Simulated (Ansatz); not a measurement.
# C2H3F3InN: small, medium and large basis sets

How large a basis does C2H3F3InN need? Two functionals are run in growing sets.

Method: one geometry, several basis sets; program: Ansatz 0.2.0, Gaussian basis.

Levels to be run: PBE0-D4/def2-SVP; ωB97M-V/def2-SVP; PBE0-D4/def2-QZVPP; ωB97M-V/def2-QZVPP; the functionals' def2-TZVPP values are taken from earlier runs.

### 1 The geometry

All runs share one geometry, relaxed beforehand with PBE0-D4 in a triple-zeta def2 set. In takes the def2 core potential; no spin-orbit term is included.

SMILES `CC#[N+][In-]([F])([F])[F]`, 10 atoms, charge 0, spin multiplicity 1.

Atoms are counted from 1 here; the program's logs count them from 0.

Bond lengths: C1–C2 1.441 Å, C1–H8 1.091 Å, C1–H9 1.091 Å, C1–H10 1.091 Å, C2–N3 1.143 Å, N3–In4 2.263 Å, In4–F5 1.941 Å, In4–F6 1.941 Å, In4–F7 1.941 Å. Angles: C2–C1–H8 109.5°, C2–C1–H9 109.5°, C2–C1–H10 109.5°, H8–C1–H9 109.4°, H8–C1–H10 109.4°, H9–C1–H10 109.4°, C1–C2–N3 180.0°, C2–N3–In4 179.8°, N3–In4–F5 98.6°, N3–In4–F6 98.6°, N3–In4–F7 98.6°, F5–In4–F6 117.8°, F5–In4–F7 117.8°, F6–In4–F7 117.8°.

### 2 PBE0-D4 in def2-SVP

in.yaml reads:

```yaml
crystal:
  periodic: [false, false, false]
  atoms:
    - {symbol: C, position_ang: [0.255545, -1.291435, 1.914078]}
    - {symbol: C, position_ang: [0.101240, -0.493038, 0.724450]}
    - {symbol: N, position_ang: [-0.021722, 0.139467, -0.219363]}
    - {symbol: In, position_ang: [-0.260737, 1.397288, -2.085631]}
    - {symbol: F, position_ang: [1.614716, 1.754370, -2.436458]}
    - {symbol: F, position_ang: [-1.330790, 2.831810, -1.333941]}
    - {symbol: F, position_ang: [-1.158904, 0.090421, -3.205076]}
    - {symbol: H, position_ang: [-0.470438, -2.105986, 1.902853]}
    - {symbol: H, position_ang: [1.264766, -1.705009, 1.947053]}
    - {symbol: H, position_ang: [0.089323, -0.669089, 2.794836]}
basis:
  gaussian: {orbitals: def2-SVP}
hamiltonian: {xc: pbe0, dispersion: d4}
output: {orbitals: {seedname: orbitals}}
```

Launch:

```sh
$ ansatz run in.yaml --threads 4 --pin off --events-out ev --progress --plain --max-ram 11315MiB
```

Further steps of the session: ωB97M-V in def2-SVP; PBE0-D4 in def2-QZVPP; ωB97M-V in def2-QZVPP.

**Question.** What will the summary of the whole plan be? Wanted: PBE0-D4: double and triple zeta above quadruple; ωB97M-V: double and triple zeta above quadruple.

**Answer**, as computed:

| quantity | value |
| --- | --- |
| PBE0-D4: double and triple zeta above quadruple | 15.63, 0.74 eV |
| ωB97M-V: double and triple zeta above quadruple | 15.99, 0.70 eV |

**Reading.** PBE0-D4 gains 14.89 eV from double to triple zeta, then 0.74 eV more. Total energies overstate the basis error of differences, where much of it tends to cancel. The LUMO of ωB97M-V is positive and keeps falling with the basis (1.05 to 0.26 eV): an unbound level that the basis holds in place.
